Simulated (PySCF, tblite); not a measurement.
# C5H8N2OSi: geometry, infrared bands and NMR shifts

What infrared bands and NMR shifts should C5H8N2OSi (`C=CN([SiH2]C#N)C(C)=O`) show?

Programs: tblite 0.8.0 and PySCF 2.14.0, with density-fitted response routines of our own. Each step states its level of theory. These are calculated values for one molecule in the gas phase, unless marked as measured. Atoms count from 0, in the outputs and in this text.

## 1. Starting geometry

17 atoms, charge 0, multiplicity 1; geometry from: force field or distance geometry start.

Bonds of the start (Å): C0–C1 1.35, C1–N2 1.40, N2–Si3 1.80, Si3–C4 1.83, C4–N5 1.16, N2–C6 1.45, C6–C7 1.48, C6–O8 1.26, C0–H9 1.08, C0–H10 1.08, C1–H11 1.11, Si3–H12 1.46, Si3–H13 1.47, C7–H14 1.11, C7–H15 1.11, C7–H16 1.11.

## 2. Geometry optimisation with GFN2-xTB

What the job is given:

```
{"job": {"kind": "relax", "xc": "GFN2-xTB", "basis": "xTB"}, "charge": 0, "multiplicity": 1}
C      2.215100    -0.660600     0.338000
C      0.920300    -0.914500     0.072800
N     -0.014800     0.091400    -0.214900
Si     0.438200     1.831200    -0.284200
C      0.201300     2.482800     1.413600
N      0.032700     2.898500     2.478800
C     -1.404300    -0.198100    -0.497000
C     -1.805800    -1.621100    -0.447300
O     -2.205700     0.735500    -0.754700
H      2.845800    -1.503700     0.561600
H      2.600300     0.347200     0.331600
H      0.619900    -1.981300     0.115500
H     -0.533900     2.468900    -1.166400
H      1.832100     1.965000    -0.733600
H     -1.383400    -2.027600     0.494000
H     -2.912000    -1.699600    -0.391800
H     -1.452800    -2.201900    -1.325800
```

Started as:

```sh
> OMP_NUM_THREADS=1 python probes_run.py task.json out
```

The driver reads the jobs from task.json and runs them one after another.

**Question.** This job is followed by: GFN2-xTB harmonic vibrations, gas phase; GIAO PBE0/pcSseg-1 NMR shielding, non-relativistic, gas phase. Predict these results of the whole session: strongest single infrared mode (GFN2-xTB); zero-point energy (GFN2-xTB); ¹³C shifts against TMS (PBE0/pcSseg-1); ¹H shifts against TMS (PBE0/pcSseg-1, means over atoms taken as alike); ¹⁵N shifts against NH3 (PBE0/pcSseg-1); ²⁹Si shifts against TMS (PBE0/pcSseg-1); ¹⁷O shifts against H2O (PBE0/pcSseg-1).

**Answer**, as computed:

| quantity | value |
| --- | --- |
| strongest single infrared mode (GFN2-xTB) | 1642 cm⁻¹, 499 km/mol |
| zero-point energy (GFN2-xTB) | 75.2 kcal/mol |
| ¹³C shifts against TMS (PBE0/pcSseg-1) | 182.8, 138.2, 123.6, 110.1, 21.1 ppm |
| ¹H shifts against TMS (PBE0/pcSseg-1, means over atoms taken as alike) | 6.50, 5.22, 5.00, 4.93, 2.28 ppm |
| ¹⁵N shifts against NH3 (PBE0/pcSseg-1) | 355.3, 167.6 ppm |
| ²⁹Si shifts against TMS (PBE0/pcSseg-1) | -83.7 ppm |
| ¹⁷O shifts against H2O (PBE0/pcSseg-1) | 469.5 ppm |

Relaxing lowered the energy by 0.577 eV in 105 steps; the close pair that moved most is N2–C6, from 1.447 to 1.346 Å. All 45 modes are real, so the xTB geometry is a minimum. The strongest single mode, at 1642 cm⁻¹, moves mainly C6 and O8. Unscaled tight-binding wavenumbers are off by several per cent, some by more. Its intensities can rank the bands wrongly. The most deshielded hydrogen is H11 (hydrogen on an alkene carbon bearing nitrogen), at 6.50 ppm: attached to an sp2 carbon and in the plane of the double bond.
